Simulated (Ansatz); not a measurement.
## ClH₅P₂Si₂, SMILES Cl[Si@@H]1[P@@H][SiH2][P@@H]1: a geometry optimisation, step by step

Computed with the Python package of Ansatz (0.2.0).

The cells in order, each with its output:

In [1]:
```python
import warnings

import ansatz as az
import numpy as np
import pandas as pd

warnings.simplefilter("ignore", az.DeckWarning)

geometry_ang = [
    ("Cl", [2.7848, -1.4244, 0.0668]),
    ("Si", [1.1445, -0.4327, 0.7336]),
    ("P", [-0.7141, -1.3945, 0.0473]),
    ("Si", [-1.3561, 0.7194, 0.0864]),
    ("P", [0.6811, 1.3058, -0.5366]),
    ("H", [1.184, -0.1394, 2.1843]),
    ("H", [-0.382, -1.4561, -1.324]),
    ("H", [-2.3722, 1.0215, -0.9445]),
    ("H", [-1.6634, 1.1753, 1.4608]),
    ("H", [0.6934, 0.6253, -1.7741]),
]
clh5p2si2 = az.Crystal.molecule()
for symbol, xyz in geometry_ang:
    clh5p2si2 = clh5p2si2.atom(symbol, xyz)
```

In [2]:
```python
job = (
    clh5p2si2.calculation()
    .basis(gaussian="def2-SVP")
    .functional("hf")
    .scf(lower_state_search="light")
)
symbols = [site.symbol for site in clh5p2si2.cartesian_sites]
start = np.array([site.position_ang for site in clh5p2si2.cartesian_sites], dtype=float)
data = job.relax(force_tolerance=0.005).run().report
end = np.array(data["positions_ang"])
```

In [3]:
```python
print(f"E = {data['free_energy_ev']:.6f} eV = {data['free_energy_ev'] / 27.211386246:.7f} Ha")
print("converged:", data["converged"], " doubts:", data["published_state_doubts"] or "none")

print("final positions (A) and the move of each atom")
for symbol, xyz, old in zip(symbols, end, start):
    print(f"{symbol:2s} {xyz[0]:10.5f} {xyz[1]:10.5f} {xyz[2]:10.5f}   {np.linalg.norm(xyz - old):7.4f}")
```
```text
E = -46838.455281 eV = -1721.2814833 Ha
converged: True  doubts: none
final positions (A) and the move of each atom
Cl    2.74870   -1.48419   -0.29617    0.3696
Si    1.20899   -0.48078    0.66530    0.1055
P    -0.83597   -1.47425    0.41738    0.3977
Si   -1.39522    0.71478   -0.02836    0.1213
P     0.73444    1.56516   -0.23985    0.3977
H     1.56773   -0.35823    2.08931    0.4518
H    -0.60457   -1.77206   -0.94721    0.5398
H    -2.22893    0.88435   -1.23639    0.3529
H    -2.06910    1.31601    1.14194    0.5348
H     0.87393    1.08942   -1.56596    0.5397
```

In [4]:
```python
charges = data["charge_distribution"]
table = pd.DataFrame({"atom": symbols, "mulliken": charges["mulliken_charges_e"], "lowdin": charges["lowdin_charges_e"]})
print(table.round(3).to_string())
print("dipole (e A):", np.round(charges["dipole_moment_e_ang"], 4) + 0.0)
with open("clh5p2si2_opt.xyz", "w") as handle:
    handle.write(f"{len(symbols)}\nrelaxed ClH5P2Si2\n")
    handle.writelines(f"{s:2s} {x:11.6f} {y:11.6f} {z:11.6f}\n" for s, (x, y, z) in zip(symbols, end))
```
```text
  atom  mulliken  lowdin
0   Cl    -0.335   0.016
1   Si     0.705   0.078
2    P    -0.306   0.023
3   Si     0.492   0.222
4    P    -0.306   0.023
5    H    -0.086  -0.103
6    H     0.009  -0.035
7    H    -0.093  -0.092
8    H    -0.089  -0.096
9    H     0.009  -0.035
dipole (e A): [-0.2628  0.1189 -0.0778]
```

It writes `clh5p2si2_opt.xyz`:
```text
10
relaxed ClH5P2Si2
Cl    2.748702   -1.484189   -0.296175
Si    1.208986   -0.480775    0.665302
P    -0.835973   -1.474253    0.417385
Si   -1.395220    0.714781   -0.028356
P     0.734442    1.565157   -0.239849
H     1.567729   -0.358230    2.089307
H    -0.604568   -1.772065   -0.947213
H    -2.228930    0.884352   -1.236385
H    -2.069102    1.316006    1.141945
H     0.873934    1.089415   -1.565961
```

What to keep in mind:
- These settings explore the input space; basis and method may be short of convergence.
- The end point is the stationary point reached from this start; no frequency run checks that it is a minimum, and the basis set is modest.
- The Löwdin charges here are taken after orthogonalising the functions within each atom; they differ from plain Löwdin charges, and their signs can be unphysical.
- Timing: 46 s on 1 thread of Arm Neoverse V2, with other jobs on the host, peak memory 0.39 GiB.
